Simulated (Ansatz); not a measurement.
# BiSbS: the cost of one run

Program: Ansatz 0.2.0. Level of theory: DFT PBE, scalar-relativistic, plane waves, PAW. These are calculated values, not measurements.

## 1. Starting point

It takes space group P-6m2 (No. 187, hexagonal). Conventional cell: a = 5.332 Å, b = 5.332 Å, c = 3.122 Å, α = 90.00°, β = 90.00°, γ = 120.00°. Around Sb (site symmetry -6m2) lie 3 Bi at 3.08 Å and 2 Sb at 3.12 Å and 6 S at 3.45 Å. Around Bi (site symmetry -6m2) lie 3 Sb at 3.08 Å and 2 Bi at 3.12 Å and 6 S at 3.45 Å. Around S (site symmetry -6m2) lie 2 S at 3.12 Å and 6 Sb at 3.45 Å and 6 Bi at 3.45 Å.

As a file:

```cif
data_structure
_symmetry_space_group_name_H-M 'P 1'
_symmetry_Int_Tables_number 1
_cell_length_a 5.3323
_cell_length_b 5.3323
_cell_length_c 3.1217
_cell_angle_alpha 90.000
_cell_angle_beta 90.000
_cell_angle_gamma 120.000
_cell_volume 76.87
loop_
_atom_site_label
_atom_site_type_symbol
_atom_site_fract_x
_atom_site_fract_y
_atom_site_fract_z
_atom_site_occupancy
Sb1 Sb 0.33333 0.66667 0.50000 1
Bi1 Bi 0.66667 0.33333 0.50000 1
S1 S 0.00000 0.00000 0.00000 1
```

The cell was relaxed beforehand at this level, from a database cell with other species swapped in; it is a trial structure. At a tolerance of 0.05 Å it has space group P-6m2 (No. 187); it has 25.62 Å³/atom, an uncorrected energy of +0.33 eV/atom over the elements.

## 2. Bands, states and charges

Input file input.yaml:

```yaml
crystal:
  lattice:
    - [5.3322707448, 0.0, 0.0]
    - [-2.6661353724, 4.6178819249, 0.0]
    - [0.0, 0.0, 3.1217498641]
  atoms:
    - { symbol: Sb, position: [0.3333333333, 0.6666666667, 0.5] }
    - { symbol: Bi, position: [0.6666666667, 0.3333333333, 0.5] }
    - { symbol: S, position: [0.0, 0.0, 0.0] }
basis:
  ecutwfc: 420
kpoints:
  mp_grid: { grid: [12, 12, 14] }
  band_path:
    path:
      - [[0.0, 0.0, 0.0], [0.5, 0.0, 0.0], [0.33333333, 0.33333333, 0.0], [0.0, 0.0, 0.0], [0.0, 0.0, 0.5], [0.5, 0.0, 0.5], [0.33333333, 0.33333333, 0.5], [0.0, 0.0, 0.5]]
      - [[0.5, 0.0, 0.5], [0.5, 0.0, 0.0]]
      - [[0.33333333, 0.33333333, 0.5], [0.33333333, 0.33333333, 0.0]]
    npoints: 14
hamiltonian:
  xc: pbe
scf:
  occupations: { method: gaussian, width: 0.1 }
  n_extra_bands: 7
output:
  forces: true
  stress: true
  eigenvalues: true
  populations: true
  dos: { projected: true, de: 0.02, nscf_kmesh: { grid: [15, 15, 17] } }
  bader: true
  write_density: true
  write_potential: true
  elf: true
  volumetric_format: npy
```

The run is started by

```console
> ansatz run input.yaml --threads 1 --pin off --max-ram 2048MiB --backend cpu --events-out ev --progress --plain --runs-dir out
```

What time and memory should one allow on 1 thread of Arm Neoverse V1, shared host?

About 1.7 min, with a peak of 0.58 GiB.
